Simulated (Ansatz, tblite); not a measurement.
# Co(NH2)3 (CoN3H6): rung by rung

Aim: run the quintet of Co(NH2)3 (CoN3H6) at one geometry on many levels, and compare frontier levels, spin and run time.

Program: Ansatz 0.2.0, Gaussian basis. Level of theory: as each input shows. These are calculated values, not measurements.

Levels to be run: GFN1-xTB, GFN2-xTB, PBE-D4/def2-TZVP, r2SCAN-D4/def2-TZVP, HSE06-D4/def2-TZVP, B97M-V/def2-TZVP, PBE-D4/def2-SVP, PBE0-D4/def2-SVP, HF/STO-3G, PBE0-D4/def2-TZVPD, PBE-D4/def2-TZVPD, r2SCAN-D4/def2-TZVPD, CCSD(T)/def2-TZVP, RPA/def2-TZVP.

2 further runs of the same task are left out: 2 set aside as unsound or not needed. Runs told in other sessions of the task aren't counted.

## (1) The geometry

The quintet was relaxed beforehand with PBE0-D4/def2-SVP.

10 atoms, charge 0, spin multiplicity 5.

Bond lengths: Co1–N2 1.820 Å, Co1–N5 1.820 Å, Co1–N8 1.820 Å, N2–H3 1.016 Å, N2–H4 1.016 Å, N5–H6 1.017 Å, N5–H7 1.016 Å, N8–H9 1.016 Å, N8–H10 1.016 Å. Angles: N2–Co1–N5 120.0°, N2–Co1–N8 120.0°, N5–Co1–N8 120.0°, Co1–N2–H3 125.3°, Co1–N2–H4 125.3°, H3–N2–H4 109.4°, Co1–N5–H6 125.3°, Co1–N5–H7 125.3°, H6–N5–H7 109.4°, Co1–N8–H9 125.3°, Co1–N8–H10 125.3°, H9–N8–H10 109.4°.

As a file:

```xyz
10
CoH6N3
Co   -0.0001    0.0001    0.0000
N     1.8086   -0.0110    0.1979
H     2.3964   -0.8400    0.1804
H     2.3891    0.8110    0.3408
N    -0.9067    1.5776    0.0083
H    -0.4837    2.4978    0.0960
H    -1.9152    1.6761   -0.0712
N    -0.9020   -1.5666   -0.2062
H    -0.4805   -2.4915   -0.2073
H    -1.9060   -1.6535   -0.3388
```

Formally the metal is d6. No spin-orbit coupling is included.

PBE0-D4/def2-TZVP was run before; its log isn't repeated, and its numbers join the tables.

## (2) GFN1-xTB

Tight binding, by tblite at 300 K electronic temperature and without a spin-polarisation term:

```python
tblite.interface.Calculator('GFN1-xTB', numbers, positions, charge=0, uhf=4).singlepoint()
```

Energy -440.7925 eV; 0.004 s.

## (3) GFN2-xTB

Tight binding, by tblite at 300 K electronic temperature and without a spin-polarisation term:

```python
tblite.interface.Calculator('GFN2-xTB', numbers, positions, charge=0, uhf=4).singlepoint()
```

Energy -416.6372 eV; 0.002 s.

## (4) PBE-D4/def2-TZVP

start.molden holds the orbitals of an earlier run on this state, given as this run's starting guess.

Input file in.yaml:

```yaml
crystal:
  periodic: [false, false, false]
  atoms:
    - {symbol: Co, position_ang: [-0.000055, 0.000072, 0.000020]}
    - {symbol: N, position_ang: [1.808634, -0.010961, 0.197927]}
    - {symbol: H, position_ang: [2.396428, -0.840024, 0.180388]}
    - {symbol: H, position_ang: [2.389147, 0.811049, 0.340811]}
    - {symbol: N, position_ang: [-0.906663, 1.577617, 0.008350]}
    - {symbol: H, position_ang: [-0.483748, 2.497802, 0.095987]}
    - {symbol: H, position_ang: [-1.915243, 1.676075, -0.071217]}
    - {symbol: N, position_ang: [-0.902033, -1.566626, -0.206225]}
    - {symbol: H, position_ang: [-0.480453, -2.491506, -0.207265]}
    - {symbol: H, position_ang: [-1.906004, -1.653507, -0.338764]}
basis:
  gaussian: {orbitals: def2-TZVP, initial_orbitals: start.molden}
magnetization: {spin_polarized: true, initial_magnetization: 4}
hamiltonian: {xc: pbe, dispersion: d4}
scf: {omitted_lower_state_checks: [starts]}
output: {orbitals: {seedname: orbitals}}
```

Launch:

```sh
ansatz run in.yaml --threads 4 --pin off --events-out ev --progress --plain --max-ram 4787MiB
```

After this run come: r2SCAN-D4/def2-TZVP; HSE06-D4/def2-TZVP; B97M-V/def2-TZVP; PBE-D4/def2-SVP; PBE0-D4/def2-SVP; HF/STO-3G; PBE0-D4/def2-TZVPD; PBE-D4/def2-TZVPD; r2SCAN-D4/def2-TZVPD; CCSD(T)/def2-TZVP; RPA/def2-TZVP.

Q: Predict the results of all the runs planned. Wanted: gap in def2-TZVP, named functionals, smallest and largest; correlation energy, CCSD(T)/def2-TZVP; binding an atom, functionals in def2-TZVP; ⟨S²⟩ in def2-TZVP, named functionals, smallest and largest; PBE0 total energy, smallest basis above largest.

**Answer**, as computed:

| quantity | value |
| --- | --- |
| gap in def2-TZVP, named functionals, smallest and largest | 1.03 eV (PBE-D4), 4.50 eV (PBE0-D4) |
| correlation energy, CCSD(T)/def2-TZVP | -33.04 eV |
| binding an atom, functionals in def2-TZVP | 3.15 (PBE0-D4) to 3.32 eV (PBE-D4) |
| ⟨S²⟩ in def2-TZVP, named functionals, smallest and largest | 6.012, 6.023 |
| PBE0 total energy, smallest basis above largest | 11.06 eV (def2-SVP, def2-TZVPD) |

Over the named functionals in def2-TZVP the gap runs from 1.03 eV (PBE-D4) to 4.50 eV (PBE0-D4); exact exchange widens it. Over the named functionals in def2-TZVP spin contamination reaches 0.02 (PBE0-D4), which is small. Notes on CCSD(T)/def2-TZVP: large T1 diagnostic.
